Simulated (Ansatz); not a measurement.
The system is WS.

```
W S
1.0
     3.00789    0.00000    0.00000
     0.00000    3.00789    0.00000
     0.00000    0.00000    3.00789
W S
1 1
Direct
  0.50000 0.50000 0.50000
  0.00000 0.00000 0.00000
```

The cell was built by a generator and needn't be a form met in nature.

- Program: Ansatz 0.2.0
- Task: relaxation of cell and atoms
- Functional: HSE03
- Potentials or basis: Ansatz PAW
- Cutoff: 420 eV (not typed: the program's choice for these potentials)
- k mesh: 5 × 5 × 5
- Occupations: fermi-dirac, width 0.05 eV
- Spin: no spin polarisation

At the start: volume 13.61 Å³/atom.

Task: Where does the relaxation end?

Result: It ends after 5 steps and the volume is 13.23 Å³/atom (-2.7 %); space group Pm-3m (No. 221, to 0.05 Å).

The path:
```csv
step,energy change (eV),largest force (eV/Å),volume (Å³)
1,0.0000,0.0000,27.21
2,-0.0100,0.0000,25.99
3,-0.0174,0.0000,26.49
4,-0.0175,0.0000,26.47
5,-0.0171,0.0000,26.47
```

Final structure:
```
W S
1.0
     2.98015    0.00000    0.00000
     0.00000    2.98015    0.00000
     0.00000    0.00000    2.98015
W S
1 1
Direct
  0.50000 0.50000 0.50000
  0.00000 0.00000 0.00000
```

Caveat: the k mesh is coarse (spacing up to 0.42 Å⁻¹), so the values aren't converged, least of all with exact exchange; the plane-wave basis is chosen anew once the cell has moved, so the energies of steps on either side of that aren't comparable; the PAW data sets come from PBE, with cores solved anew for the run's functional, which leaves a small shift of forces and pressure.
